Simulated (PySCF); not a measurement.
# GeF4: NMR shieldings, spin-spin couplings, relativistic core levels, part 2 of 2

PySCF 2.14.0. Atoms count from 0. The steps go on from the part before.

### Step 9. Spin-spin couplings: PBE0/pcJ-1 Ge:dyall-v2z, spin-free

What the job is given:

```
{"job": {"kind": "hj", "xc": "PBE0", "basis": {"default": "pcJ-1", "Ge": "dyall-v2z"}, "rel": "sf", "atoms": [1]}, "charge": 0, "multiplicity": 1}
F      1.509924     0.618622     0.728612
Ge     0.158792    -0.196251     0.101145
F      0.656534    -1.246586    -1.136641
F     -0.939767     0.935880    -0.527681
F     -0.592732    -1.090749     1.333575
```

Method: PBE0/pcJ-1 Ge:dyall-v2z indirect spin-spin coupling, X2C without spin-orbit coupling, Gaussian nuclei, gas phase.

What it wrote:

```text
spin-free SCF
coarse grid: 28616 points
cycle   1  E = -2497.8594594951  dE =  4.143e-01  |g| = 1.120e+00  |ddm| = 2.160e+00
cycle   2  E = -2497.6011015185  dE =  2.584e-01  |g| = 1.898e+00  |ddm| = 1.599e+00
cycle   3  E = -2498.0451160953  dE = -4.440e-01  |g| = 8.812e-02  |ddm| = 9.046e-01
cycle   4  E = -2498.0458000047  dE = -6.839e-04  |g| = 3.986e-02  |ddm| = 5.401e-02
cycle   5  E = -2498.0458880411  dE = -8.804e-05  |g| = 7.681e-03  |ddm| = 9.652e-03
cycle   6  E = -2498.0458925960  dE = -4.555e-06  |g| = 4.914e-04  |ddm| = 3.216e-03
final grid: 59456 points
cycle   7  E = -2498.0460910460  dE = -1.905e-07  |g| = 7.396e-04  |ddm| = 5.381e-04
cycle   8  E = -2498.0460910384  dE =  7.641e-09  |g| = 7.042e-04  |ddm| = 2.098e-04
cycle   9  E = -2498.0460910595  dE = -2.115e-08  |g| = 1.384e-04  |ddm| = 1.631e-04
cycle  10  E = -2498.0460910606  dE = -1.025e-09  |g| = 5.640e-05  |ddm| = 7.216e-05
converged SCF energy = -2498.0460910606
two-component SCF
cycle   1  E = -2498.0460910612  dE = -2.498e+03  |FDS-SDF| = 5.640e-05
cycle   2  E = -2498.0460910608  dE =  3.952e-10  |FDS-SDF| = 7.946e-05
converged, E = -2498.0460910608

Indirect spin-spin couplings
  i        j     bonds      J/Hz   K/1e19 T2/J   anisotropy/Hz
  1  73Ge   0  19F    1      289.96     -732.95      -459.9
  1  73Ge   2  19F    1      289.67     -732.20      -459.7
  1  73Ge   3  19F    1      289.61     -732.05      -459.7
  1  73Ge   4  19F    1      290.14     -733.39      -460.1
```

Run time: 42 s. Hardware: 1 thread of Arm Neoverse V1, shared host; peak memory 0.74 GiB.

### Step 10. Relativistic core levels: PBE0/pcJ-1 Ge:dyall-v2z, spin-free

What the job is given:

```
{"job": {"kind": "hxps", "xc": "PBE0", "basis": {"default": "pcJ-1", "Ge": "dyall-v2z"}, "rel": "sf", "holes": [[1, "2p"]]}, "charge": 0, "multiplicity": 1}
F      1.509924     0.618622     0.728612
Ge     0.158792    -0.196251     0.101145
F      0.656534    -1.246586    -1.136641
F     -0.939767     0.935880    -0.527681
F     -0.592732    -1.090749     1.333575
```

Method: PBE0/pcJ-1 Ge:dyall-v2z core ionisation, delta-SCF with one localised hole, spin-free X2C, Gaussian nuclei, gas phase.

What it wrote:

```text
spin-free SCF
coarse grid: 28616 points
cycle   1  E = -2497.8594594951  dE =  4.143e-01  |g| = 1.120e+00  |ddm| = 2.160e+00
cycle   2  E = -2497.6011015185  dE =  2.584e-01  |g| = 1.898e+00  |ddm| = 1.599e+00
cycle   3  E = -2498.0451160953  dE = -4.440e-01  |g| = 8.812e-02  |ddm| = 9.046e-01
cycle   4  E = -2498.0458000047  dE = -6.839e-04  |g| = 3.986e-02  |ddm| = 5.401e-02
cycle   5  E = -2498.0458880411  dE = -8.804e-05  |g| = 7.681e-03  |ddm| = 9.652e-03
cycle   6  E = -2498.0458925960  dE = -4.555e-06  |g| = 4.914e-04  |ddm| = 3.216e-03
final grid: 59456 points
cycle   7  E = -2498.0460910460  dE = -1.905e-07  |g| = 7.396e-04  |ddm| = 5.381e-04
cycle   8  E = -2498.0460910384  dE =  7.641e-09  |g| = 7.042e-04  |ddm| = 2.098e-04
cycle   9  E = -2498.0460910595  dE = -2.115e-08  |g| = 1.384e-04  |ddm| = 1.631e-04
cycle  10  E = -2498.0460910606  dE = -1.025e-09  |g| = 5.640e-05  |ddm| = 7.216e-05
converged SCF energy = -2498.0460910606
two-component SCF
cycle   1  E = -2498.0460910612  dE = -2.498e+03  |FDS-SDF| = 5.640e-05
cycle   2  E = -2498.0460910608  dE =  3.952e-10  |FDS-SDF| = 7.946e-05
converged, E = -2498.0460910608

Field gradients (au) and densities at the nuclei (bohr^-3)
atom        Vxx        Vyy        Vzz        centre      nuclear mean
  0 F     -0.9707    -0.9723     1.9429        449.639        449.620
  1 Ge     0.0011     0.0045    -0.0055      29249.696      29220.324
  2 F     -0.9703    -0.9715     1.9418        449.639        449.619
  3 F     -0.9705    -0.9716     1.9421        449.639        449.619
  4 F     -0.9714    -0.9726     1.9440        449.639        449.620
without picture change
  1 Ge                          -0.0057                     45018.034

Core orbital energies (eV)
atom   shell        mean    spread
  1 Ge 1s       -11010.188   0.000
  1 Ge 2s        -1394.658   0.000
  1 Ge 3s         -180.372   0.000
  1 Ge 2p1/2     -1218.041   0.000
  1 Ge 2p3/2     -1218.040   0.000
  1 Ge 3p1/2      -125.882   0.000
  1 Ge 3p3/2      -125.882   0.001
  1 Ge 3d3/2       -36.781   0.000
  1 Ge 3d5/2       -36.684   0.144

hole in 2p3/2 of atom 1
cycle   1  E = -2451.5572157529  dE = -2.452e+03  |FDS-SDF| = 6.616e+00
cycle   2  E = -2451.4595863343  dE =  9.763e-02  |FDS-SDF| = 5.535e+00
cycle   3  E = -2452.5627125321  dE = -1.103e+00  |FDS-SDF| = 8.246e-01
cycle   4  E = -2452.6043675037  dE = -4.165e-02  |FDS-SDF| = 3.634e-01
cycle   5  E = -2452.6223641749  dE = -1.800e-02  |FDS-SDF| = 2.818e-02
cycle   6  E = -2452.6224457733  dE = -8.160e-05  |FDS-SDF| = 2.180e-03
cycle   7  E = -2452.6224468180  dE = -1.045e-06  |FDS-SDF| = 6.998e-04
cycle   8  E = -2452.6224469132  dE = -9.521e-08  |FDS-SDF| = 2.301e-04
converged, E = -2452.6224469132

Core binding energies (eV)
atom   line    delta-SCF   -orbital   splitting
  1 Ge 2p        1236.04    1218.04         -
```

It took 28 s on 1 thread of Arm Neoverse V1, shared host; peak memory 0.86 GiB.

### Step 11. Relativistic core levels: PBE0/pcJ-1 Ge:dyall-v2z, non-relativistic

What the job is given:

```
{"job": {"kind": "hxps", "xc": "PBE0", "basis": {"default": "pcJ-1", "Ge": "dyall-v2z"}, "rel": "nr", "holes": [[1, "2p"]]}, "charge": 0, "multiplicity": 1}
F      1.509924     0.618622     0.728612
Ge     0.158792    -0.196251     0.101145
F      0.656534    -1.246586    -1.136641
F     -0.939767     0.935880    -0.527681
F     -0.592732    -1.090749     1.333575
```

With the program's defaults for keys left out, this is: PBE0/pcJ-1 Ge:dyall-v2z core ionisation, delta-SCF with one localised hole, non-relativistic, Gaussian nuclei, gas phase.

What it wrote:

```text
non-relativistic SCF
coarse grid: 28616 points
cycle   1  E = -2475.6568279392  dE = -1.242e+01  |g| = 2.126e+00  |ddm| = 2.187e+00
cycle   2  E = -2475.3374477698  dE =  3.194e-01  |g| = 2.370e+00  |ddm| = 1.676e+00
cycle   3  E = -2475.8592461735  dE = -5.218e-01  |g| = 5.077e-01  |ddm| = 1.199e+00
cycle   4  E = -2475.8847476803  dE = -2.550e-02  |g| = 2.964e-02  |ddm| = 1.839e-01
cycle   5  E = -2475.8848290772  dE = -8.140e-05  |g| = 1.383e-02  |ddm| = 1.889e-02
cycle   6  E = -2475.8848402709  dE = -1.119e-05  |g| = 4.054e-03  |ddm| = 4.559e-03
cycle   7  E = -2475.8848426880  dE = -2.417e-06  |g| = 2.686e-04  |ddm| = 2.627e-03
final grid: 59456 points
cycle   8  E = -2475.8849249741  dE = -1.252e-07  |g| = 3.382e-04  |ddm| = 4.699e-04
cycle   9  E = -2475.8849249705  dE =  3.560e-09  |g| = 3.928e-04  |ddm| = 2.002e-04
cycle  10  E = -2475.8849249826  dE = -1.212e-08  |g| = 3.939e-05  |ddm| = 1.227e-04
cycle  11  E = -2475.8849249828  dE = -1.714e-10  |g| = 1.850e-05  |ddm| = 2.459e-05
converged SCF energy = -2475.8849249828
two-component SCF
cycle   1  E = -2475.8849249828  dE = -2.476e+03  |FDS-SDF| = 1.850e-05
cycle   2  E = -2475.8849249828  dE =  1.455e-11  |FDS-SDF| = 2.546e-05
converged, E = -2475.8849249828

Field gradients (au) and densities at the nuclei (bohr^-3)
atom        Vxx        Vyy        Vzz        centre      nuclear mean
  0 F     -0.9277    -0.9294     1.8571        444.866        444.840
  1 Ge     0.0011     0.0044    -0.0055      22236.707      22222.862
  2 F     -0.9274    -0.9286     1.8560        444.865        444.839
  3 F     -0.9276    -0.9288     1.8564        444.865        444.839
  4 F     -0.9284    -0.9296     1.8581        444.866        444.840

Core orbital energies (eV)
atom   shell        mean    spread
  1 Ge 1s       -10862.201   0.000
  1 Ge 2s        -1360.783   0.000
  1 Ge 3s         -174.823   0.000
  1 Ge 2p1/2     -1210.552   0.000
  1 Ge 2p3/2     -1210.552   0.000
  1 Ge 3p1/2      -124.641   0.000
  1 Ge 3p3/2      -124.641   0.001
  1 Ge 3d3/2       -37.598   0.000
  1 Ge 3d5/2       -37.506   0.137

hole in 2p3/2 of atom 1
cycle   1  E = -2429.6872917577  dE = -2.430e+03  |FDS-SDF| = 6.549e+00
cycle   2  E = -2429.6122551211  dE =  7.504e-02  |FDS-SDF| = 5.453e+00
cycle   3  E = -2430.6828048952  dE = -1.071e+00  |FDS-SDF| = 8.007e-01
cycle   4  E = -2430.7222805704  dE = -3.948e-02  |FDS-SDF| = 3.617e-01
cycle   5  E = -2430.7401113984  dE = -1.783e-02  |FDS-SDF| = 2.623e-02
cycle   6  E = -2430.7401818814  dE = -7.048e-05  |FDS-SDF| = 2.132e-03
cycle   7  E = -2430.7401828657  dE = -9.843e-07  |FDS-SDF| = 6.676e-04
cycle   8  E = -2430.7401829488  dE = -8.313e-08  |FDS-SDF| = 2.326e-04
converged, E = -2430.7401829488

Core binding energies (eV)
atom   line    delta-SCF   -orbital   splitting
  1 Ge 2p       1228.451    1210.55         -
```

Wall time 25 s (1 thread of Arm Neoverse V1, shared host); peak memory 0.8 GiB.

### Step 12. NMR shieldings: PBE0/pcJ-1 Ge:dyall-v2z (no two-electron spin-orbit screening), spin–orbit

What the job is given:

```
{"job": {"kind": "hnmr", "xc": "PBE0", "basis": {"default": "pcJ-1", "Ge": "dyall-v2z"}, "rel": "so", "snso": false}, "charge": 0, "multiplicity": 1}
F      1.509924     0.618622     0.728612
Ge     0.158792    -0.196251     0.101145
F      0.656534    -1.246586    -1.136641
F     -0.939767     0.935880    -0.527681
F     -0.592732    -1.090749     1.333575
```

Method: PBE0/pcJ-1 Ge:dyall-v2z GIAO NMR shielding, X2C with spin-orbit coupling, one-electron part alone, Gaussian nuclei, gas phase.

What it wrote:

```text
spin-free SCF
coarse grid: 28616 points
cycle   1  E = -2497.8594594951  dE =  4.143e-01  |g| = 1.120e+00  |ddm| = 2.160e+00
cycle   2  E = -2497.6011015185  dE =  2.584e-01  |g| = 1.898e+00  |ddm| = 1.599e+00
cycle   3  E = -2498.0451160953  dE = -4.440e-01  |g| = 8.812e-02  |ddm| = 9.046e-01
cycle   4  E = -2498.0458000047  dE = -6.839e-04  |g| = 3.986e-02  |ddm| = 5.401e-02
cycle   5  E = -2498.0458880411  dE = -8.804e-05  |g| = 7.681e-03  |ddm| = 9.652e-03
cycle   6  E = -2498.0458925960  dE = -4.555e-06  |g| = 4.914e-04  |ddm| = 3.216e-03
final grid: 59456 points
cycle   7  E = -2498.0460910460  dE = -1.905e-07  |g| = 7.396e-04  |ddm| = 5.381e-04
cycle   8  E = -2498.0460910384  dE =  7.641e-09  |g| = 7.042e-04  |ddm| = 2.098e-04
cycle   9  E = -2498.0460910595  dE = -2.115e-08  |g| = 1.384e-04  |ddm| = 1.631e-04
cycle  10  E = -2498.0460910606  dE = -1.025e-09  |g| = 5.640e-05  |ddm| = 7.216e-05
converged SCF energy = -2498.0460910606
two-component SCF
cycle   1  E = -2498.0036172434  dE = -2.498e+03  |FDS-SDF| = 1.601e+01
cycle   2  E = -2498.0952461297  dE = -9.163e-02  |FDS-SDF| = 7.654e-02
cycle   3  E = -2498.0953156892  dE = -6.956e-05  |FDS-SDF| = 2.884e-03
cycle   4  E = -2498.0953167786  dE = -1.089e-06  |FDS-SDF| = 1.629e-03
cycle   5  E = -2498.0953169344  dE = -1.558e-07  |FDS-SDF| = 6.191e-04
cycle   6  E = -2498.0953169851  dE = -5.072e-08  |FDS-SDF| = 1.123e-04
cycle   7  E = -2498.0953169890  dE = -3.890e-09  |FDS-SDF| = 6.833e-05
converged, E = -2498.0953169890

Field gradients (au) and densities at the nuclei (bohr^-3)
atom        Vxx        Vyy        Vzz        centre      nuclear mean
  0 F     -0.9708    -0.9724     1.9433        449.639        449.620
  1 Ge     0.0011     0.0044    -0.0055      29251.434      29222.062
  2 F     -0.9705    -0.9716     1.9421        449.639        449.620
  3 F     -0.9707    -0.9718     1.9425        449.639        449.619
  4 F     -0.9716    -0.9727     1.9443        449.640        449.620
without picture change
  1 Ge                          -0.0057                     45017.725

Core orbital energies (eV)
atom   shell        mean    spread
  1 Ge 1s       -11010.068   0.000
  1 Ge 2s        -1394.636   0.000
  1 Ge 3s         -180.369   0.000
  1 Ge 2p1/2     -1240.809   0.000
  1 Ge 2p3/2     -1206.905   0.000
  1 Ge 3p1/2      -128.993   0.000
  1 Ge 3p3/2      -124.366   0.000
  1 Ge 3d3/2       -37.235   0.000
  1 Ge 3d5/2       -36.384   0.095

Shielding tensors (ppm)
atom      isotropic    diamagn.    paramagn.     s11        s22        s33       span
  0 F       330.75      467.57     -136.83     278.92     279.03     434.28     155.36
  1 Ge     1707.94     2649.57     -941.63    1707.39    1707.76    1708.66       1.27
  2 F       330.75      467.56     -136.81     279.01     279.05     434.21     155.20
  3 F       330.67      467.87     -137.20     278.86     278.92     434.23     155.37
  4 F       330.71      467.54     -136.82     278.85     278.94     434.34     155.49
```

Run time: 59 s. Hardware: 1 thread of Arm Neoverse V1, shared host; peak memory 1.1 GiB.

Key values:

| quantity | value |
| --- | --- |
| energy from spin-orbit coupling | -0.0492 Eh |

### Step 13. Shieldings side by side

| run | Ge1 | F2 | F0 | F4 | F3 | time |
| --- | --- | --- | --- | --- | --- | --- |
| step 3, PBE0/pcJ-1 Ge:dyall-v2z, spin–orbit | 1702.0 | 330.5 | 330.5 | 330.5 | 330.4 | 61 s |
| step 6, PBE0/pcJ-1 Ge:dyall-v2z, non-relativistic | 1492.0 | 334.6 | 334.6 | 334.6 | 334.5 | 18 s |
| step 8, PBE0/pcJ-1 Ge:dyall-v2z, spin-free | 1485.2 | 323.6 | 323.6 | 323.5 | 323.5 | 19 s |
| step 12, PBE0/pcJ-1 Ge:dyall-v2z (no two-electron spin-orbit screening), spin–orbit (one-electron part alone) | 1707.9 | 330.8 | 330.7 | 330.7 | 330.7 | 59 s |

### Step 14. Summary of results

The summary covers parts 1 to 2.

| quantity | value |
| --- | --- |
| point group | Td |
| rotational constants (main isotopes) | 3.46, 3.46, 3.46 GHz |
| energy from spin-orbit coupling (step 3, PBE0/pcJ-1 Ge:dyall-v2z, spin–orbit) | -0.0429 Eh |
| shieldings (step 3, PBE0/pcJ-1 Ge:dyall-v2z, spin–orbit) | F0 330.5, Ge1 1702.0, F2 330.5, F3 330.4, F4 330.5 ppm |
| energy from spin-orbit coupling (step 4, PBE0/pcJ-1 Ge:dyall-v2z, spin–orbit) | -0.0429 Eh |
| largest reduced coupling (step 4, PBE0/pcJ-1 Ge:dyall-v2z, spin–orbit) | Ge1–F4: J = 286.1 Hz, K = -723·10¹⁹ T²/J |
| Ge1 2p3/2 binding energy (step 5, PBE0/pcJ-1 Ge:dyall-v2z, spin–orbit) | 1225.8 eV, 2p1/2 1257.6 eV |
| energy from spin-orbit coupling (step 5, PBE0/pcJ-1 Ge:dyall-v2z, spin–orbit) | -0.0429 Eh |
| shieldings (step 6, PBE0/pcJ-1 Ge:dyall-v2z, non-relativistic) | F0 334.6, Ge1 1492.0, F2 334.6, F3 334.5, F4 334.6 ppm |
| largest reduced coupling (step 7, PBE0/pcJ-1 Ge:dyall-v2z, non-relativistic) | Ge1–F4: J = 250.0 Hz, K = -632·10¹⁹ T²/J |
| shieldings (step 8, PBE0/pcJ-1 Ge:dyall-v2z, spin-free) | F0 323.6, Ge1 1485.2, F2 323.6, F3 323.5, F4 323.5 ppm |
| largest reduced coupling (step 9, PBE0/pcJ-1 Ge:dyall-v2z, spin-free) | Ge1–F4: J = 290.1 Hz, K = -733·10¹⁹ T²/J |
| Ge1 2p binding energy (step 10, PBE0/pcJ-1 Ge:dyall-v2z, spin-free) | 1236.0 eV |
| Ge1 2p binding energy (step 11, PBE0/pcJ-1 Ge:dyall-v2z, non-relativistic) | 1228.5 eV |
| energy from spin-orbit coupling (step 12, PBE0/pcJ-1 Ge:dyall-v2z (no two-electron spin-orbit screening), spin–orbit (one-electron part alone)) | -0.0492 Eh |
| shieldings (step 12, PBE0/pcJ-1 Ge:dyall-v2z (no two-electron spin-orbit screening), spin–orbit (one-electron part alone)) | F0 330.7, Ge1 1707.9, F2 330.8, F3 330.7, F4 330.7 ppm |

What this shows: Relaxing lowered the energy by 0.076 eV in 4 steps; the close pair that moved most is Ge1–F3, from 1.652 to 1.698 Å. Ge1 moves most between the runs, by 223 ppm; the labels say what changes from run to run.
